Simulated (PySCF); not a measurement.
# C₄H₅F₂N: electronic excitations and core binding energies

Wanted: the electronic excitations and core binding energies of C₄H₅F₂N (`[H]/N=C(\C=C)C(F)F`), by calculation.

Programs: PySCF 2.14.0, with density-fitted response routines of our own. Each step states its level of theory. These are calculated values for one molecule in the gas phase, unless marked as measured. Atoms are numbered from 0 throughout.

## (1) The starting structure

12 atoms, charge 0, multiplicity 1; geometry from: GFN2-xTB.

Bonds of the start (Å): C0–C1 1.33, C1–C2 1.46, C2–N3 1.26, C2–C4 1.52, C4–F5 1.36, C4–F6 1.36, C0–H7 1.08, C0–H8 1.08, C1–H9 1.08, N3–H10 1.02, C4–H11 1.10.

## (2) TDDFT and polarisability: wB97X-D/def2-SVPD

The job: settings as JSON, then the geometry in Å.

```
{"job": {"kind": "uv", "xc": "wB97X-D", "basis": "def2-SVPD", "nstates": 8, "ntriplets": 3}, "charge": 0, "multiplicity": 1}
C      1.456572    -0.740703     0.694418
C      1.067088     0.161395    -0.200578
C     -0.318327     0.505263    -0.501664
N     -0.716207     1.356275    -1.347902
C     -1.435307    -0.200509     0.249051
F     -1.385056    -1.543512     0.066786
F     -1.338025     0.001542     1.586708
H      2.501594    -0.941045     0.861070
H      0.763529    -1.309339     1.290033
H      1.799180     0.712837    -0.779881
H      0.023439     1.836892    -1.856749
H     -2.417282     0.160217    -0.087320
```

Method: TDDFT wB97X-D/def2-SVPD, vertical, gas phase, core orbitals frozen in the response.

On the command line:

```
$ OMP_NUM_THREADS=1 python probes_run.py task.json out
```

The driver reads the jobs from task.json and runs them one after another.

What it wrote:

```text
coarse grid: 10680 points
cycle   1  E = -409.2404639635  dE =  1.078e+00  |g| = 7.663e-01  |ddm| = 5.589e+00
cycle   2  E = -409.2188059332  dE =  2.166e-02  |g| = 9.042e-01  |ddm| = 2.419e+00
cycle   3  E = -409.3587579300  dE = -1.400e-01  |g| = 6.389e-02  |ddm| = 1.551e+00
cycle   4  E = -409.3595870409  dE = -8.291e-04  |g| = 3.534e-02  |ddm| = 1.903e-01
cycle   5  E = -409.3598534107  dE = -2.664e-04  |g| = 1.176e-02  |ddm| = 1.267e-01
cycle   6  E = -409.3598850589  dE = -3.165e-05  |g| = 3.058e-03  |ddm| = 3.195e-02
cycle   7  E = -409.3598877162  dE = -2.657e-06  |g| = 6.942e-04  |ddm| = 1.029e-02
final grid: 105896 points
cycle   8  E = -409.4161657430  dE = -1.293e-04  |g| = 8.615e-03  |ddm| = 2.002e-01
cycle   9  E = -409.4161633180  dE =  2.425e-06  |g| = 1.006e-02  |ddm| = 3.079e-02
cycle  10  E = -409.4161803381  dE = -1.702e-05  |g| = 7.096e-04  |ddm| = 1.902e-02
cycle  11  E = -409.4161804090  dE = -7.082e-08  |g| = 5.389e-04  |ddm| = 2.957e-03
cycle  12  E = -409.4161804731  dE = -6.410e-08  |g| = 1.166e-04  |ddm| = 2.112e-03
cycle  13  E = -409.4161804759  dE = -2.837e-09  |g| = 2.078e-05  |ddm| = 2.522e-04
cycle  14  E = -409.4161804761  dE = -1.769e-10  |g| = 5.625e-06  |ddm| = 1.656e-04
converged SCF energy = -409.4161804761

Static polarisability (au): isotropic 59.102, principal 41.926 55.270 80.110

Singlet excitations
state   eV       nm        f      main configurations
  1   4.7852    259.1   0.00333   H-1->L 0.94
  2   6.2567    198.2   0.48572   H->L 0.96
  3   6.8426    181.2   0.00007   H-2->L 0.91
  4   7.8355    158.2   0.00031   H-1->L+2 0.82
  5   8.0104    154.8   0.01800   H->L+1 0.92
  6   8.0574    153.9   0.07849   H->L+2 0.76, H-3->L 0.21
  7   8.1461    152.2   0.05308   H-1->L+1 0.58, H-1->L+3 0.28
  8   8.2855    149.6   0.00010   H-4->L 0.80

Triplet excitations (Tamm-Dancoff, eV): 3.6272 4.0655 5.5405
```

It took 35 s on 1 thread of Arm Neoverse V1, shared host; peak memory 0.74 GiB.

Frontier orbitals and where they lie:

```
orbital      eV                      atoms
 HOMO−3  -12.69  N3 29 %, C2 28 %, C1 14 %
 HOMO−2  -11.90  F5 17 %, F6 17 %, C4 14 %
 HOMO−1  -10.17  N3 57 %, C2 13 %, H10 8 %
   HOMO  -10.03  C0 31 %, C1 30 %, N3 19 %
   LUMO   -0.06  N3 27 %, C0 25 %, C2 20 %
 LUMO+1    2.39  C1 22 %, H9 18 %, C0 16 %
 LUMO+2    2.51  C1 22 %, C2 18 %, C0 13 %
```

With each of the 8 states as a Gaussian band of 0.4 eV half-width at 1/e, the curve within the window shown has maxima at 198 nm (ε 20,000), 153 nm (ε 6,000) L/(mol cm). Beyond the last state computed it falls off for lack of states. The curve at chosen wavelengths:

nm, ε (L/mol/cm) and a bar:
```
      144       1294 ##
      150       5117 ########
      156       5159 ########
      162       1764 ###
      168        267 
      174        231 
      180       1845 ###
      186       7441 ###########
      192      15806 ########################
      198      19660 ##############################
      204      15647 ########################
      210       8583 #############
      216       3453 #####
      223        868 #
      229        222 
      235         75 
      241         70 
      247         99 
      253        126 
      259        135 
      265        124 
      271        100 
      277         72 
      283         47 
      289         28 
      295         16
```

Further results of this job:

```
           property  computed
  dipole moment (D)      2.38
polarisability (Å³)      8.76
 HOMO–LUMO gap (eV)      9.98
      −ε(HOMO) (eV)     10.03
```

## (3) Core holes by ΔSCF: SCAN, X2C

The job, as its differences from that of step 2:

```diff
@@ -1,2 +1,2 @@
-{"job": {"kind": "uv", "xc": "wB97X-D", "basis": "def2-SVPD", "nstates": 8, "ntriplets": 3}, "charge": 0, "multiplicity": 1}
+{"job": {"kind": "xps"}, "charge": 0, "multiplicity": 1}
 C      1.456572    -0.740703     0.694418
```

Level: delta-SCF UKS SCAN, pcX-2 on the ionised atom, pcseg-1 elsewhere, spin-free X2C.

What it wrote:

```text
ground state, core basis on atom 0 (C), 154 functions
  cycle   1  E = -409.78673439  |g| = 6.98e-01
  cycle   2  E = -409.63389846  |g| = 1.15e+00
  cycle   3  E = -409.86972053  |g| = 1.81e-01
  cycle   4  E = -409.87668946  |g| = 7.87e-02
  cycle   5  E = -409.87798230  |g| = 3.43e-02
  cycle   6  E = -409.87824903  |g| = 7.38e-03
  cycle   7  E = -409.87825791  |g| = 4.67e-03
  cycle   8  E = -409.87826408  |g| = 8.59e-04
  cycle   9  E = -409.87826320  |g| = 3.01e-04
  E(ground) = -409.88218317 Eh
hole in C 1s of atom 0
  cycle   1  E = -398.60671925  |g| = 1.50e+00
  cycle   2  E = -396.61583190  |g| = 2.19e+00
  cycle   3  E = -398.58776531  |g| = 1.06e+00
  cycle   4  E = -399.13231657  |g| = 3.57e-01
  cycle   5  E = -399.17119544  |g| = 1.88e-01
  cycle   6  E = -399.18742338  |g| = 4.33e-02
  cycle   7  E = -399.18829100  |g| = 1.81e-02
  cycle   8  E = -399.18847409  |g| = 9.60e-03
  cycle   9  E = -399.18861492  |g| = 5.93e-03
  cycle  10  E = -399.18875946  |g| = 4.92e-03
  cycle  11  E = -399.18889315  |g| = 3.29e-03
  cycle  12  E = -399.18895640  |g| = 2.43e-03
  cycle  13  E = -399.18896245  |g| = 1.19e-03
  cycle  14  E = -399.18896310  |g| = 8.12e-04
  cycle  15  E = -399.18896389  |g| = 3.21e-04
  E(ion) = -399.19209055 Eh   <S^2> = 0.8443   hole on atom = 1.000   binding energy = 290.892 eV
ground state, core basis on atom 1 (C), 154 functions
  cycle   1  E = -409.87910077  |g| = 6.26e-02
  cycle   2  E = -409.87825299  |g| = 6.28e-02
  cycle   3  E = -409.87880027  |g| = 4.31e-02
  cycle   4  E = -409.87930278  |g| = 1.30e-02
  cycle   5  E = -409.87934128  |g| = 2.80e-03
  cycle   6  E = -409.87934471  |g| = 5.86e-04
  cycle   7  E = -409.87934564  |g| = 2.84e-04
  E(ground) = -409.88350908 Eh
hole in C 1s of atom 1
  cycle   1  E = -398.60378072  |g| = 1.51e+00
  cycle   2  E = -397.59151066  |g| = 2.04e+00
  cycle   3  E = -398.99192151  |g| = 6.27e-01
  cycle   4  E = -399.06347248  |g| = 4.75e-01
  cycle   5  E = -399.16228671  |g| = 1.49e-01
  cycle   6  E = -399.17199402  |g| = 5.54e-02
  cycle   7  E = -399.17380731  |g| = 1.43e-02
  cycle   8  E = -399.17396906  |g| = 8.08e-03
  cycle   9  E = -399.17405265  |g| = 5.25e-03
  cycle  10  E = -399.17410748  |g| = 3.89e-03
  cycle  11  E = -399.17416685  |g| = 2.67e-03
  cycle  12  E = -399.17420789  |g| = 1.63e-03
  cycle  13  E = -399.17422517  |g| = 1.05e-03
  cycle  14  E = -399.17423193  |g| = 5.52e-04
  cycle  15  E = -399.17423210  |g| = 2.97e-04
  E(ion) = -399.17766440 Eh   <S^2> = 0.8255   hole on atom = 1.000   binding energy = 291.321 eV
ground state, core basis on atom 2 (C), 154 functions
  cycle   1  E = -409.88138300  |g| = 6.06e-02
  cycle   2  E = -409.88096546  |g| = 4.53e-02
  cycle   3  E = -409.88087392  |g| = 4.78e-02
  cycle   4  E = -409.88149654  |g| = 1.06e-02
  cycle   5  E = -409.88152328  |g| = 2.51e-03
  cycle   6  E = -409.88152580  |g| = 4.48e-04
  E(ground) = -409.88555005 Eh
hole in C 1s of atom 2
  cycle   1  E = -398.56302279  |g| = 1.52e+00
  cycle   2  E = -397.14128208  |g| = 2.24e+00
  cycle   3  E = -398.91311088  |g| = 6.24e-01
  cycle   4  E = -398.75210977  |g| = 7.90e-01
  cycle   5  E = -399.10476666  |g| = 2.15e-01
  cycle   6  E = -399.12508506  |g| = 9.08e-02
  cycle   7  E = -399.12848534  |g| = 2.47e-02
  cycle   8  E = -399.12900696  |g| = 1.19e-02
  cycle   9  E = -399.12930633  |g| = 9.70e-03
  cycle  10  E = -399.12962288  |g| = 8.28e-03
  cycle  11  E = -399.12991019  |g| = 5.31e-03
  cycle  12  E = -399.13000731  |g| = 3.72e-03
  cycle  13  E = -399.13006076  |g| = 2.55e-03
  cycle  14  E = -399.13008757  |g| = 1.79e-03
  cycle  15  E = -399.13010220  |g| = 1.36e-03
  cycle  16  E = -399.13010570  |g| = 7.43e-04
  cycle  17  E = -399.13010704  |g| = 3.28e-04
  E(ion) = -399.13325061 Eh   <S^2> = 0.9107   hole on atom = 1.000   binding energy = 292.585 eV
ground state, core basis on atom 3 (N), 154 functions
  cycle   1  E = -409.88909891  |g| = 7.43e-02
  cycle   2  E = -409.88887025  |g| = 3.81e-02
  cycle   3  E = -409.88835004  |g| = 5.98e-02
  cycle   4  E = -409.88916711  |g| = 8.74e-03
  cycle   5  E = -409.88918712  |g| = 1.27e-03
  cycle   6  E = -409.88918901  |g| = 3.77e-04
  E(ground) = -409.89186765 Eh
hole in N 1s of atom 3
  cycle   1  E = -394.29368636  |g| = 1.86e+00
  cycle   2  E = -393.12074918  |g| = 2.27e+00
  cycle   3  E = -394.77953633  |g| = 6.59e-01
  cycle   4  E = -394.85131793  |g| = 5.09e-01
  cycle   5  E = -395.00448006  |g| = 1.38e-01
  cycle   6  E = -395.01354474  |g| = 6.23e-02
  cycle   7  E = -395.01553138  |g| = 1.36e-02
  cycle   8  E = -395.01561763  |g| = 5.52e-03
  cycle   9  E = -395.01563371  |g| = 2.27e-03
  cycle  10  E = -395.01563767  |g| = 1.25e-03
  cycle  11  E = -395.01563982  |g| = 6.61e-04
  cycle  12  E = -395.01563957  |g| = 3.10e-04
  E(ion) = -395.01847514 Eh   <S^2> = 0.7764   hole on atom = 1.000   binding energy = 404.726 eV
ground state, core basis on atom 4 (C), 154 functions
  cycle   1  E = -409.88476481  |g| = 6.02e-02
  cycle   2  E = -409.88466838  |g| = 3.31e-02
  cycle   3  E = -409.88457696  |g| = 3.78e-02
  cycle   4  E = -409.88485359  |g| = 9.72e-03
  cycle   5  E = -409.88487684  |g| = 1.91e-03
  cycle   6  E = -409.88487605  |g| = 3.38e-04
  E(ground) = -409.88787309 Eh
hole in C 1s of atom 4
  cycle   1  E = -398.47396513  |g| = 1.50e+00
  cycle   2  E = -392.25224407  |g| = 3.45e+00
  cycle   3  E = -398.22801259  |g| = 1.32e+00
  cycle   4  E = -398.87781635  |g| = 5.85e-01
  cycle   5  E = -398.97137798  |g| = 2.79e-01
  cycle   6  E = -398.99131066  |g| = 2.10e-01
  cycle   7  E = -399.01515004  |g| = 3.52e-02
  cycle   8  E = -399.01562257  |g| = 1.19e-02
  cycle   9  E = -399.01567426  |g| = 7.18e-03
  cycle  10  E = -399.01569434  |g| = 3.48e-03
  cycle  11  E = -399.01570195  |g| = 1.58e-03
  cycle  12  E = -399.01570500  |g| = 6.26e-04
  cycle  13  E = -399.01570463  |g| = 2.58e-04
  E(ion) = -399.02072412 Eh   <S^2> = 0.7722   hole on atom = 1.000   binding energy = 295.710 eV
ground state, core basis on atom 5 (F), 154 functions
  cycle   1  E = -409.92126645  |g| = 1.18e-01
  cycle   2  E = -409.92090490  |g| = 6.34e-02
  cycle   3  E = -409.92082696  |g| = 6.73e-02
  cycle   4  E = -409.92144833  |g| = 7.51e-03
  cycle   5  E = -409.92145879  |g| = 2.32e-03
  cycle   6  E = -409.92146090  |g| = 4.97e-04
  E(ground) = -409.92709268 Eh
hole in F 1s of atom 5
  cycle   1  E = -383.55043207  |g| = 2.58e+00
  cycle   2  E = -382.42831636  |g| = 2.56e+00
  cycle   3  E = -383.74239366  |g| = 1.17e+00
  cycle   4  E = -384.21579209  |g| = 6.47e-01
  cycle   5  E = -384.39169704  |g| = 2.85e-01
  cycle   6  E = -384.43221071  |g| = 1.08e-01
  cycle   7  E = -384.43625899  |g| = 4.33e-02
  cycle   8  E = -384.43699604  |g| = 7.54e-03
  cycle   9  E = -384.43700571  |g| = 5.80e-03
  cycle  10  E = -384.43702265  |g| = 1.25e-03
  cycle  11  E = -384.43702332  |g| = 3.42e-04
  E(ion) = -384.44963984 Eh   <S^2> = 0.7572   hole on atom = 1.000   binding energy = 693.277 eV
```

Wall time 52 s (1 thread of Arm Neoverse V1, shared host); peak memory 0.54 GiB.

Binding energies by hole, beside the orbital energy of the ground state; the difference holds orbital relaxation and, for a density functional, its self-interaction error:

```
     hole  stands for                 environment          ΔSCF (eV)  −ε (eV)   ⟨S²⟩
C1s on C0          C0     carbon bonded to C, 2 H             290.89    274.4  0.844
C1s on C1          C1     carbon bonded to 2 C, H             291.32    274.5  0.826
C1s on C2          C2     carbon bonded to 2 C, N  292.58 (doubtful)    275.6  0.911
N1s on N3          N3     nitrogen bonded to C, H             404.73    386.2  0.776
C1s on C4          C4  carbon bonded to C, 2 F, H             295.71    278.1  0.772
F1s on F5      F5, F6        fluorine bonded to C             693.28    667.2  0.757
```

Each hole run stands for the others of its class of like atoms.

Doubtful: the ion did not converge, its hole moved, or its ⟨S²⟩ is well above 0.75.

## (4) Summary of results

```
                                                    quantity                               value
                          lowest singlet (wB97X-D/def2-SVPD)         4.79 eV (259 nm), f = 0.003
                    brightest single state of those computed         state 2, 6.26 eV, f = 0.486
                                              lowest triplet                             3.63 eV
C1s binding energies, SCAN/pcX-2 (standing for 3 of 4 atoms)  C4 295.71, C1 291.32, C0 290.89 eV
                            N1s binding energies, SCAN/pcX-2                        N3 404.73 eV
                            F1s binding energies, SCAN/pcX-2                        F5 693.28 eV
```

**Reading.** The first singlet state (HOMO−1→LUMO 0.94) lies at 4.79 eV and is weak; of the 8 states computed, the strongest absorption comes from state 2 at 6.26 eV. The lowest triplet lies 1.16 eV below the lowest singlet (triplets in Tamm-Dancoff, singlets in full TDDFT). The C1s levels kept as sound span 4.82 eV, from C0 (carbon bonded to C, 2 H) up to C4 (carbon bonded to C, 2 F, H). Only 3 of the 4 C atoms are covered by sound results.
